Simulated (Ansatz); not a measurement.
# CH₂Se (SMILES C=[Se]): one structure at several levels

How do the functionals fare away from a minimum? The structure is a structure displaced at random from a GFN2-xTB minimum.

Computed with Ansatz 0.2.0, Gaussian basis. Level: single points in def2-TZVPP.

Correlated methods freeze the cores. Filled d shells of the heavier atoms are correlated.

### 1 Starting geometry

SMILES `C=[Se]`, 4 atoms, charge 0, spin multiplicity 1.

Atoms are counted from 1 here; the program's logs count them from 0.

Bond lengths: C1–Se2 1.702 Å, C1–H3 1.126 Å, C1–H4 1.155 Å. Angles: Se2–C1–H3 118.7°, Se2–C1–H4 118.1°, H3–C1–H4 117.9°.

Geometry (Å):

```
C    -0.2114    0.0981   -0.0164
Se    1.3322    0.3114    0.6672
H    -0.6416   -0.9416   -0.0677
H    -0.5738    0.8726   -0.7924
```

### 2 CCSD(T)/def2-TZVPP

Input file run/in.yaml:

```yaml
crystal:
  periodic: [false, false, false]
  atoms:
    - {symbol: C, position_ang: [-0.211400, 0.098100, -0.016400]}
    - {symbol: Se, position_ang: [1.332200, 0.311400, 0.667200]}
    - {symbol: H, position_ang: [-0.641600, -0.941600, -0.067700]}
    - {symbol: H, position_ang: [-0.573800, 0.872600, -0.792400]}
basis:
  gaussian: {orbitals: def2-TZVPP}
correlation: {method: ccsd_t}
output: {forces: true}
```

No record of the launch command was kept for these runs.

### 3 PBE0-D4/def2-TZVPP

Edit run/in.yaml of step 2 so:

```diff
@@ -9,3 +9,3 @@
   gaussian: {orbitals: def2-TZVPP}
-correlation: {method: ccsd_t}
-output: {forces: true}
+hamiltonian: {xc: pbe0, dispersion: d4}
+output: {forces: true, orbitals: {seedname: orbitals}}
```

### 4 wB97M-V/def2-TZVPP

Edit run/in.yaml of step 3 so:

```diff
@@ -9,3 +9,3 @@
   gaussian: {orbitals: def2-TZVPP}
-hamiltonian: {xc: pbe0, dispersion: d4}
-output: {forces: true, orbitals: {seedname: orbitals}}
+hamiltonian: {xc: {name: wB97M-V}}
+output: {forces: true}
```

### 5 r2SCAN-D4/def2-TZVPP

Edit run/in.yaml of step 4 so:

```diff
@@ -9,3 +9,3 @@
   gaussian: {orbitals: def2-TZVPP}
-hamiltonian: {xc: {name: wB97M-V}}
+hamiltonian: {xc: r2scan, dispersion: d4}
 output: {forces: true}
```

### 6 PBE-D4/def2-TZVPP

Edit run/in.yaml of step 5 so:

```diff
@@ -9,3 +9,3 @@
   gaussian: {orbitals: def2-TZVPP}
-hamiltonian: {xc: r2scan, dispersion: d4}
+hamiltonian: {xc: pbe, dispersion: d4}
 output: {forces: true}
```

### 7 wB97X-V/def2-TZVPP

Edit run/in.yaml of step 6 so:

```diff
@@ -9,3 +9,3 @@
   gaussian: {orbitals: def2-TZVPP}
-hamiltonian: {xc: pbe, dispersion: d4}
+hamiltonian: {xc: {name: wB97X-V}}
 output: {forces: true}
```

### 8 HSE06-D4/def2-TZVPP

Edit run/in.yaml of step 7 so:

```diff
@@ -9,3 +9,3 @@
   gaussian: {orbitals: def2-TZVPP}
-hamiltonian: {xc: {name: wB97X-V}}
+hamiltonian: {xc: hse06, dispersion: d4}
 output: {forces: true}
```

(Steps that only read results are left out.)

Q: Predict the outcome of this session. Wanted: energy less free atoms, CCSD(T)/def2-TZVPP; RMS force component; RMS force error; HOMO and LUMO, PBE0-D4; T1 diagnostic.

**Answer**, as computed:

```
                                  quantity                                                                                            value
energy less free atoms, CCSD(T)/def2-TZVPP                                                                                       -12.663 eV
                       RMS force component                                                             1.260 to 1.500 eV/Å over the methods
                           RMS force error  PBE0-D4 0.286, wB97M-V 0.332, r2SCAN-D4 0.219, PBE-D4 0.181, wB97X-V 0.363, HSE06-D4 0.281 eV/Å
                    HOMO and LUMO, PBE0-D4                                                                               -6.37 and -2.76 eV
                             T1 diagnostic                                                                                            0.013
```

**Reading.** Against CCSD(T) the functionals' energies less atoms differ by -0.726 to -0.204 eV, PBE-D4 by -0.726 eV. The reference is not at the basis limit: in triple zeta CCSD(T) underbinds, which counts against methods that bind more; the gaps are no ranking. The forces of PBE-D4 come nearest to CCSD(T), those of wB97X-V are farthest. Frozen-core CCSD(T) forces in triple zeta carry basis errors of their own, and this is one geometry, so small gaps rank nothing. The restricted Hartree–Fock reference is unstable towards an unrestricted one at one or more of these structures.
